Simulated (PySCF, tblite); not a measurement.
# C₁₄H₄F₁₈O₄S₂: electronic excitations, NMR shifts, part 2 of 2

tblite 0.8.0 and PySCF 2.14.0. Atoms count from 0. Earlier steps stand in the parts before.

## 4. NMR shifts: GIAO KT3/pcSseg-1

The job: settings as JSON, then the geometry in Å.

```
{"job": {"kind": "nmr", "xc": "KT3", "basis": "pcSseg-1", "pop": false}, "charge": 0, "multiplicity": 1}
O     -2.355028     0.548447     1.209057
S     -1.170976     0.249937     0.466004
O     -0.152615    -0.515256     1.089566
C     -0.509277     1.807376    -0.144217
C     -1.308226     2.929088    -0.013162
C     -0.807005     4.171031    -0.378619
C      0.486843     4.286986    -0.864490
C      1.280741     3.157016    -1.002921
C      0.774231     1.922146    -0.639520
S      1.797357     0.482280    -0.948860
O      0.978338    -0.636838    -1.254535
O      2.837847     0.853173    -1.847894
C      2.703118     0.256385     0.732649
F      1.961910     0.856188     1.679543
F      3.811922     1.012923     0.618572
C      3.094573    -1.173486     1.153301
F      3.695051    -1.136646     2.364704
F      2.020208    -1.957085     1.280891
C      4.075534    -1.826069     0.134527
F      3.533804    -1.809689    -1.094352
F      5.219584    -1.123354     0.077323
C      4.435982    -3.303541     0.489655
F      3.367781    -4.086216     0.473629
F      5.306537    -3.777416    -0.393902
F      4.994326    -3.382542     1.692341
C     -1.828814    -0.632339    -1.113809
F     -1.402763     0.109277    -2.157923
F     -1.359025    -1.868717    -1.238561
C     -3.374276    -0.638507    -1.134250
F     -3.823522     0.613575    -0.912519
F     -3.824569    -0.961543    -2.362505
C     -3.981746    -1.655920    -0.120639
F     -4.228914    -2.801912    -0.781399
F     -3.116824    -1.960464     0.858112
C     -5.328720    -1.174203     0.504271
F     -5.885903    -2.163173     1.191437
F     -6.175311    -0.821395    -0.461697
F     -5.175764    -0.142824     1.317104
H     -2.303242     2.805780     0.384735
H     -1.430243     5.045741    -0.276047
H      0.879826     5.252545    -1.143930
H      2.283080     3.205161    -1.399241
```

Level: GIAO KT3/pcSseg-1 NMR shielding, non-relativistic, gas phase.

Standard output:

```text
start: PBE on a coarse grid of 42189 points
cycle   1  E = -3425.1811163844  dE =  8.511e+00  |g| = 2.796e+00  |ddm| = 7.068e+00
cycle   2  E = -3414.3350052178  dE =  1.085e+01  |g| = 7.944e+00  |ddm| = 1.226e+01
cycle   3  E = -3426.1395422944  dE = -1.180e+01  |g| = 1.268e+00  |ddm| = 1.147e+01
cycle   4  E = -3426.3993951445  dE = -2.599e-01  |g| = 6.897e-01  |ddm| = 2.266e+00
cycle   5  E = -3426.4727841277  dE = -7.339e-02  |g| = 2.932e-01  |ddm| = 9.224e-01
cycle   6  E = -3426.4924213857  dE = -1.964e-02  |g| = 1.040e-01  |ddm| = 4.058e-01
cycle   7  E = -3426.4947896137  dE = -2.368e-03  |g| = 4.096e-02  |ddm| = 1.440e-01
cycle   8  E = -3426.4950604398  dE = -2.708e-04  |g| = 1.693e-02  |ddm| = 4.895e-02
cycle   9  E = -3426.4951032760  dE = -4.284e-05  |g| = 7.053e-03  |ddm| = 2.186e-02
final grid: 406625 points
cycle  10  E = -3469.0929964988  dE = -5.295e-02  |g| = 7.083e-01  |ddm| = 1.157e+00
cycle  11  E = -3468.9109224781  dE =  1.821e-01  |g| = 1.277e+00  |ddm| = 1.370e+00
cycle  12  E = -3469.1518100869  dE = -2.409e-01  |g| = 2.033e-01  |ddm| = 1.084e+00
cycle  13  E = -3469.1586187969  dE = -6.809e-03  |g| = 8.815e-02  |ddm| = 2.993e-01
cycle  14  E = -3469.1602184222  dE = -1.600e-03  |g| = 1.834e-02  |ddm| = 1.093e-01
cycle  15  E = -3469.1602836718  dE = -6.525e-05  |g| = 8.470e-03  |ddm| = 2.944e-02
cycle  16  E = -3469.1602962513  dE = -1.258e-05  |g| = 2.135e-03  |ddm| = 1.098e-02
cycle  17  E = -3469.1602964964  dE = -2.451e-07  |g| = 1.207e-03  |ddm| = 3.556e-03
cycle  18  E = -3469.1602986945  dE = -2.198e-06  |g| = 3.523e-04  |ddm| = 1.351e-03
cycle  19  E = -3469.1602957080  dE =  2.987e-06  |g| = 6.632e-05  |ddm| = 4.357e-04
converged SCF energy = -3469.1602957080

GIAO shielding tensors (ppm)
atom      isotropic    diamagn.    paramagn.     s11        s22        s33       span
  0 O      122.397     402.292    -279.895     71.224    124.272    171.696    100.472
  1 S      231.931    1061.032    -829.101     85.816    219.386    390.592    304.776
  2 O       93.076     411.655    -318.579     44.362     82.160    152.706    108.344
  3 C       50.473     270.684    -220.211    -12.360     36.130    127.649    140.009
  4 C       59.393     245.889    -186.497    -30.302     35.020    173.460    203.762
  5 C       56.129     253.550    -197.421    -42.162     37.626    172.921    215.083
  6 C       56.539     254.016    -197.477    -41.162     37.761    173.019    214.181
  7 C       59.638     243.228    -183.590    -30.852     37.277    172.489    203.341
  8 C       52.713     268.777    -216.064     -9.257     40.169    127.228    136.485
  9 S      231.747    1059.702    -827.955     81.948    216.115    397.176    315.228
 10 O      104.641     413.071    -308.430     57.642    101.731    154.550     96.907
 11 O      122.892     397.315    -274.422     76.784    132.737    159.155     82.371
 12 C       59.517     254.232    -194.715     45.872     63.455     69.225     23.354
 13 F      270.355     482.415    -212.060    190.640    295.268    325.159    134.519
 14 F      261.099     470.309    -209.209    187.545    288.519    307.235    119.690
 15 C       69.424     244.953    -175.528     52.368     73.119     82.786     30.418
 16 F      289.631     469.132    -179.501    198.514    332.309    338.071    139.556
 17 F      285.784     485.389    -199.604    206.070    307.172    344.111    138.041
 18 C       71.049     244.067    -173.019     53.406     77.314     82.425     29.019
 19 F      292.853     483.242    -190.390    215.524    322.682    340.353    124.829
 20 F      296.849     467.170    -170.321    215.493    335.497    339.559    124.066
 21 C       59.653     249.095    -189.442     47.747     63.728     67.484     19.737
 22 F      251.133     481.764    -230.630    185.580    242.110    325.710    140.130
 23 F      255.597     459.281    -203.684    186.639    238.043    342.110    155.472
 24 F      252.540     466.002    -213.462    185.249    242.476    329.894    144.644
 25 C       59.286     250.600    -191.315     49.195     60.097     68.564     19.369
 26 F      271.093     481.413    -210.320    207.098    296.748    309.431    102.333
 27 F      266.594     478.728    -212.134    218.549    284.057    297.176     78.627
 28 C       66.677     255.900    -189.223     52.594     67.352     80.087     27.493
 29 F      282.661     478.116    -195.455    196.531    308.699    342.754    146.223
 30 F      284.588     467.382    -182.794    197.060    319.157    337.547    140.487
 31 C       69.114     236.964    -167.851     52.180     73.834     81.326     29.146
 32 F      289.568     465.311    -175.744    204.858    326.320    337.526    132.668
 33 F      289.742     485.751    -196.009    205.897    321.923    341.406    135.509
 34 C       59.779     250.952    -191.173     47.406     63.525     68.405     20.999
 35 F      257.930     460.454    -202.524    188.457    243.914    341.419    152.962
 36 F      255.401     466.324    -210.923    184.541    245.746    335.916    151.375
 37 F      249.362     480.436    -231.074    185.311    240.434    322.342    137.031
 38 H       23.562      35.634     -12.072     18.389     22.661     29.635     11.247
 39 H       23.854      29.063      -5.209     19.901     24.659     27.002      7.101
 40 H       23.873      28.338      -4.464     19.991     24.925     26.703      6.712
 41 H       23.677      34.304     -10.627     18.682     22.565     29.784     11.102
```

Run time: 1.7 min. Hardware: 2 threads of Arm Neoverse N1, shared host; peak memory 1.3 GiB.

The references, computed at this level on geometries of the same kind, shield at (ppm): 1H TMS 31.76, 13C TMS 184.7, 19F CFCl3 142.4, 17O H2O 330.8. Their shielding less the atom's gives the shift. The references are single molecules in the gas phase, so shifts against H2O, NH3, PH3, H3PO4 or CFCl3 are not on the usual liquid scales and can be off by tens of ppm. Atoms listed in one row are averaged.

```
                       atoms                                       environment  σ (ppm)  δ (ppm)
                      C3, C8                    aromatic carbon bearing sulfur     51.6    133.1
                      C5, C6                                       aromatic CH     56.3    128.4
                    C12, C25  fully substituted sp3 carbon bonded to 2 F and S     59.4    125.3
                      C4, C7                                       aromatic CH     59.5    125.2
                    C21, C34                                        CF3 carbon     59.7    125.0
                    C15, C28        fully substituted sp3 carbon bonded to 2 F     68.1    116.7
                    C18, C31        fully substituted sp3 carbon bonded to 2 F     70.1    114.6
                    H38, H41                        hydrogen on an aromatic CH    23.62     8.14
                    H39, H40                        hydrogen on an aromatic CH    23.86     7.90
            O0, O2, O10, O11                                        S=O oxygen    110.8    220.0
                      S1, S9                                    sulfone sulfur      232        –
F22, F23, F24, F35, F36, F37                           fluorine of a CF3 group    253.7   -111.3
          F13, F14, F26, F27                           fluorine of a CF2 group    267.3   -124.9
          F16, F17, F29, F30                           fluorine of a CF2 group    285.7   -143.3
          F19, F20, F32, F33                           fluorine of a CF2 group    292.3   -149.9
```

Ring of atoms C3, C4, C5, C6, C7, C8: NICS(0) -10.0, NICS(1) -11.3, NICS(1)zz -26.6 ppm (means of both faces).

## 5. Summary of results

The summary covers parts 1 to 2.

| quantity | value |
| --- | --- |
| lowest singlet (PBE0/6-31G*) | 5.29 eV (234 nm), f = 0.014 |
| brightest single state of those computed | state 5, 6.03 eV, f = 0.116 |
| lowest triplet | 3.99 eV |
| surface potential, 1st and 99th percentile | -1.19 V and 1.69 V |
| 13C shifts against TMS (KT3/pcSseg-1, means over atoms taken as alike) | 133.1, 128.4, 125.3, 125.2, 125.0, 116.7, 114.6 ppm |
| 1H shifts against TMS (KT3/pcSseg-1, means over atoms taken as alike) | 8.14, 7.90 ppm |
| 17O shifts against H2O (KT3/pcSseg-1, means over atoms taken as alike) | 220.0 ppm |
| 19F shifts against CFCl3 (KT3/pcSseg-1, means over atoms taken as alike) | -111.3, -124.9, -143.3, -149.9 ppm |
| shieldings of S (KT3/pcSseg-1, a mean where the table joins atoms) | S1 231.8 ppm |

What this shows: The lowest singlet, at 5.29 eV, is HOMO→LUMO 0.76, HOMO−2→LUMO 0.11 and is weak; of the 6 states computed, the strongest absorption comes from state 5 at 6.03 eV. The lowest triplet lies 1.30 eV below the lowest singlet. At PBE0/6-31G*, counted by nearest atom on the grid, the HOMO lies on O0, O2 about 14 % each; C3 13 %, the LUMO on C3, C8 about 18 % each; C5, C6 about 13 % each. At KT3/pcSseg-1: The widest tensor belongs to S1, S9: span 310 ppm, with a paramagnetic part of -829 ppm. NICS(1)zz of -27 ppm above the planar ring from C3 marks a diatropic (aromatic) ring current.
